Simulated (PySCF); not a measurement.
# CF3SO2Cl: NMR shifts in gas and solvents, part 2 of 2

PySCF 2.14.0. Atoms count from 0. The steps go on from the part before.

## 6. NMR shieldings: B97-2/pcSseg-2

What the job is given:

```
{"job": {"kind": "nmr", "xc": "B97-2", "basis": "pcSseg-2", "pop": false}, "charge": 0, "multiplicity": 1}
O      1.002643    -0.546854     1.592855
S      0.894203    -0.290592     0.201818
O      1.356254    -1.190376    -0.793101
Cl     1.663567     1.537046    -0.177072
C     -0.901903     0.065603    -0.159242
F     -1.563546    -1.053366     0.064988
F     -1.343018     1.015634     0.638225
F     -1.045066     0.428819    -1.416556
```

With the program's defaults for keys left out, this is: GIAO B97-2/pcSseg-2 NMR shielding, non-relativistic, gas phase.

Log:

```text
coarse grid: 9768 points
cycle   1  E = -1346.2068742637  dE =  2.235e+00  |g| = 1.510e+00  |ddm| = 2.472e+00
cycle   2  E = -1344.6546557112  dE =  1.552e+00  |g| = 3.346e+00  |ddm| = 2.500e+00
cycle   3  E = -1346.5870907193  dE = -1.932e+00  |g| = 2.654e-01  |ddm| = 1.920e+00
cycle   4  E = -1346.5939360850  dE = -6.845e-03  |g| = 1.907e-01  |ddm| = 2.738e-01
cycle   5  E = -1346.5999809387  dE = -6.045e-03  |g| = 2.772e-02  |ddm| = 1.098e-01
cycle   6  E = -1346.6001223506  dE = -1.414e-04  |g| = 7.373e-03  |ddm| = 2.450e-02
cycle   7  E = -1346.6001328459  dE = -1.050e-05  |g| = 2.411e-03  |ddm| = 6.684e-03
cycle   8  E = -1346.6001338085  dE = -9.626e-07  |g| = 7.033e-04  |ddm| = 1.859e-03
final grid: 91928 points
cycle   9  E = -1346.5938267912  dE = -8.823e-05  |g| = 1.209e-02  |ddm| = 2.863e-02
cycle  10  E = -1346.5938052277  dE =  2.156e-05  |g| = 1.563e-02  |ddm| = 1.364e-02
cycle  11  E = -1346.5938442447  dE = -3.902e-05  |g| = 2.022e-03  |ddm| = 9.598e-03
cycle  12  E = -1346.5938449329  dE = -6.883e-07  |g| = 8.159e-04  |ddm| = 1.611e-03
cycle  13  E = -1346.5938450339  dE = -1.009e-07  |g| = 1.882e-04  |ddm| = 4.598e-04
cycle  14  E = -1346.5938450401  dE = -6.189e-09  |g| = 5.868e-05  |ddm| = 1.436e-04
cycle  15  E = -1346.5938450405  dE = -4.729e-10  |g| = 2.956e-05  |ddm| = 4.650e-05
converged SCF energy = -1346.5938450405

GIAO shielding tensors (ppm)
atom      isotropic    diamagn.    paramagn.     s11        s22        s33       span
  0 O       61.343     392.901    -331.558    -27.745     84.654    127.119    154.864
  1 S      170.520    1047.550    -877.030    -12.097    105.716    417.942    430.039
  2 O       60.990     392.873    -331.882    -27.983     83.722    127.232    155.215
  3 Cl     391.392    1147.158    -755.767     26.304    144.646   1003.225    976.921
  4 C       54.748     246.961    -192.214     43.056     58.786     62.402     19.346
  5 F      264.028     466.845    -202.816    206.644    244.929    340.512    133.868
  6 F      259.829     467.374    -207.545    206.193    231.424    341.871    135.678
  7 F      259.980     467.305    -207.326    206.267    231.583    342.089    135.822
```

Run time: 35 s. Hardware: 1 thread of Arm Neoverse V2, shared host; peak memory 1.4 GiB.

Key values: δ C4 130.6, O0 266.5, S1 347, Cl3 550 ppm (means over like atoms).

## 7. Shielding tensors: WP04/pcSseg-2 in chloroform

The job, as its differences from that of step 6:

```diff
@@ -1,2 +1,2 @@
-{"job": {"kind": "nmr", "xc": "B97-2", "basis": "pcSseg-2", "pop": false}, "charge": 0, "multiplicity": 1}
+{"job": {"kind": "nmr", "xc": "WP04", "basis": "pcSseg-2", "pop": false, "solvent": "chloroform"}, "charge": 0, "multiplicity": 1}
 O      1.002643    -0.546854     1.592855
```

Method: GIAO WP04/pcSseg-2 NMR shielding, non-relativistic, IEF-PCM chloroform.

Log:

```text
coarse grid: 9768 points
cycle   1  E = -1362.6448657598  dE =  2.324e+00  |g| = 2.012e+00  |ddm| = 2.476e+00
cycle   2  E = -1359.5191670010  dE =  3.126e+00  |g| = 4.619e+00  |ddm| = 3.224e+00
cycle   3  E = -1363.2399589380  dE = -3.721e+00  |g| = 4.893e-01  |ddm| = 2.701e+00
cycle   4  E = -1363.2679963898  dE = -2.804e-02  |g| = 3.022e-01  |ddm| = 4.544e-01
cycle   5  E = -1363.2813999602  dE = -1.340e-02  |g| = 7.708e-02  |ddm| = 1.658e-01
cycle   6  E = -1363.2824452068  dE = -1.045e-03  |g| = 1.410e-02  |ddm| = 5.121e-02
cycle   7  E = -1363.2824815867  dE = -3.638e-05  |g| = 3.843e-03  |ddm| = 1.107e-02
cycle   8  E = -1363.2824839604  dE = -2.374e-06  |g| = 1.258e-03  |ddm| = 3.335e-03
final grid: 91928 points
cycle   9  E = -1363.2728896987  dE = -1.001e-04  |g| = 6.648e-03  |ddm| = 2.724e-02
cycle  10  E = -1363.2728776871  dE =  1.201e-05  |g| = 1.071e-02  |ddm| = 7.414e-03
cycle  11  E = -1363.2728954160  dE = -1.773e-05  |g| = 1.644e-03  |ddm| = 5.198e-03
cycle  12  E = -1363.2728957997  dE = -3.837e-07  |g| = 7.145e-04  |ddm| = 1.195e-03
cycle  13  E = -1363.2728958818  dE = -8.211e-08  |g| = 1.518e-04  |ddm| = 3.835e-04
cycle  14  E = -1363.2728958844  dE = -2.618e-09  |g| = 8.728e-05  |ddm| = 1.131e-04
cycle  15  E = -1363.2728958858  dE = -1.317e-09  |g| = 1.698e-05  |ddm| = 4.911e-05
cycle  16  E = -1363.2728958858  dE = -4.070e-11  |g| = 6.645e-06  |ddm| = 1.143e-05
converged SCF energy = -1363.2728958858

GIAO shielding tensors (ppm)
atom      isotropic    diamagn.    paramagn.     s11        s22        s33       span
  0 O       52.639     395.192    -342.553    -35.774     69.104    124.588    160.362
  1 S      133.680    1050.160    -916.481    -50.557     73.030    378.566    429.123
  2 O       52.314     395.165    -342.852    -35.976     68.214    124.704    160.680
  3 Cl     294.958    1150.413    -855.455   -131.871     10.499   1006.246   1138.117
  4 C       37.550     246.898    -209.349     26.318     41.127     45.204     18.886
  5 F      255.807     469.558    -213.751    194.409    229.114    343.899    149.490
  6 F      253.034     469.920    -216.885    195.434    217.561    346.109    150.675
  7 F      253.171     469.856    -216.685    195.499    217.725    346.288    150.789
```

Run time: 37 s. Hardware: 1 thread of Arm Neoverse V2, shared host; peak memory 1.5 GiB.

In short: δ C4 137.6, O0 270.9, S1 346, Cl3 630 ppm (means over like atoms).

## 8. Shielding tensors: wB97X-D/pcSseg-2 in chloroform

The job, as its differences from that of step 7:

```diff
@@ -1,2 +1,2 @@
-{"job": {"kind": "nmr", "xc": "WP04", "basis": "pcSseg-2", "pop": false, "solvent": "chloroform"}, "charge": 0, "multiplicity": 1}
+{"job": {"kind": "nmr", "xc": "wB97X-D", "basis": "pcSseg-2", "pop": false, "solvent": "chloroform"}, "charge": 0, "multiplicity": 1}
 O      1.002643    -0.546854     1.592855
```

Method: GIAO wB97X-D/pcSseg-2 NMR shielding, non-relativistic, IEF-PCM chloroform.

Log:

```text
coarse grid: 9768 points
cycle   1  E = -1346.0822030634  dE =  2.382e+00  |g| = 1.595e+00  |ddm| = 2.443e+00
cycle   2  E = -1345.5374150095  dE =  5.448e-01  |g| = 2.505e+00  |ddm| = 1.965e+00
cycle   3  E = -1346.5366764352  dE = -9.993e-01  |g| = 1.173e-01  |ddm| = 1.196e+00
cycle   4  E = -1346.5380106148  dE = -1.334e-03  |g| = 8.513e-02  |ddm| = 9.882e-02
cycle   5  E = -1346.5391125923  dE = -1.102e-03  |g| = 1.214e-02  |ddm| = 4.231e-02
cycle   6  E = -1346.5391412794  dE = -2.869e-05  |g| = 3.495e-03  |ddm| = 1.025e-02
cycle   7  E = -1346.5391443787  dE = -3.099e-06  |g| = 9.581e-04  |ddm| = 3.746e-03
final grid: 91928 points
cycle   8  E = -1346.5420520119  dE = -1.954e-04  |g| = 1.174e-02  |ddm| = 3.606e-02
cycle   9  E = -1346.5420534891  dE = -1.477e-06  |g| = 1.169e-02  |ddm| = 9.598e-03
cycle  10  E = -1346.5420709904  dE = -1.750e-05  |g| = 9.531e-04  |ddm| = 4.296e-03
cycle  11  E = -1346.5420711527  dE = -1.623e-07  |g| = 3.550e-04  |ddm| = 6.620e-04
cycle  12  E = -1346.5420711831  dE = -3.040e-08  |g| = 1.084e-04  |ddm| = 3.545e-04
cycle  13  E = -1346.5420711859  dE = -2.813e-09  |g| = 5.086e-05  |ddm| = 1.077e-04
cycle  14  E = -1346.5420711864  dE = -5.366e-10  |g| = 1.901e-05  |ddm| = 4.663e-05
converged SCF energy = -1346.5420711864

GIAO shielding tensors (ppm)
atom      isotropic    diamagn.    paramagn.     s11        s22        s33       span
  0 O       70.727     393.224    -322.497    -17.634     98.073    131.741    149.375
  1 S      159.595    1046.410    -886.816    -19.719     99.909    398.594    418.312
  2 O       70.384     393.196    -322.811    -17.860     97.128    131.884    149.744
  3 Cl     362.932    1146.592    -783.661    -21.117    105.118   1004.794   1025.911
  4 C       53.710     246.475    -192.766     41.993     57.737     61.399     19.406
  5 F      266.428     466.029    -199.601    207.690    248.953    342.641    134.951
  6 F      261.175     466.626    -205.452    206.703    233.750    343.071    136.369
  7 F      261.345     466.556    -205.212    206.786    233.946    343.303    136.518
```

Wall time 47 s (1 thread of Arm Neoverse V2, shared host); peak memory 1.5 GiB.

In short: δ C4 133.4, O0 264.6, S1 351, Cl3 594 ppm (means over like atoms).

## 9. Comparing the runs: NMR shifts

Shifts (ppm), means over like atoms, with basis size and wall time (the measured row can stand on another reference than the computed rows):

| run | C4 | O0 | S1 | Cl3 | F5 | functions | time |
| --- | --- | --- | --- | --- | --- | --- | --- |
| PBE0/pcSseg-2 | 132.0 | 271.4 | 347 | 558 | -85.5 | 302 | 37 s |
| KT3/pcSseg-2 | 130.1 | 276.9 | 327 | 544 | -102.0 | 302 | 45 s |
| wB97X-D/pcSseg-2 | 132.4 | 266.1 | 349 | 565 | -78.9 | 302 | 45 s |
| B97-2/pcSseg-2 | 130.6 | 266.5 | 347 | 550 | -85.3 | 302 | 35 s |
| WP04/pcSseg-2 in chloroform | 137.6 | 270.9 | 346 | 630 | -75.1 | 302 | 37 s |
| wB97X-D/pcSseg-2 in chloroform | 133.4 | 264.6 | 351 | 594 | -75.8 | 302 | 47 s |
| measured | – | – | – | – | -75.5 | – | – |

Measured: G. Saielli, R. Bini, A. Bagno, Computational 19F NMR. 2. Organic compounds, RSC Adv. 2014, ESI (exp. from Berger-Braun-Kalinowski 1994 and Everett 1995).

## 10. Outcome

What follows sums up all 2 parts.

| quantity | value |
| --- | --- |
| point group | Cs |
| rotational constants (main isotopes) | 2.10, 1.34, 1.18 GHz |
| 13C shifts against TMS (PBE0/pcSseg-2) | 132.0 ppm |
| 17O shifts against H2O (PBE0/pcSseg-2, means over atoms taken as alike) | 271.4 ppm |
| 33S shifts against CS2 (PBE0/pcSseg-2) | 347 ppm |
| 35Cl shifts against HCl (PBE0/pcSseg-2) | 558 ppm |
| 19F shifts against CFCl3 (PBE0/pcSseg-2, means over atoms taken as alike) | -85.5 ppm |
| measured, and computed on the same scale | F5 δ -75.5, -85.5 ppm |
| range of the shift of Cl3 (wB97X-D/pcSseg-2 runs) | 565 to 594 ppm |

What this shows: The optimisation took 6 steps and gained 0.037 eV; among the close pairs (by a distance rule), O0–S1 changed most, from 1.434 to 1.419 Å. No frequency check was run at this level, so the end point may be a saddle. At PBE0/pcSseg-2: The largest span, 978 ppm, is at Cl3, where the paramagnetic term is -759 ppm. The one measured 19F shift is missed by -10.0 ppm (computed less measured, unscaled). Vibration, temperature and solvent are missing from the calculation, so part of the miss against the measured shifts is not the functional's. At one level, wB97X-D/pcSseg-2: In ppm, Cl3 moves most: its shift spreads over 30 ppm, from 565 (wB97X-D/pcSseg-2) to 594 (wB97X-D/pcSseg-2 in chloroform). Part of that comes from the computed reference.
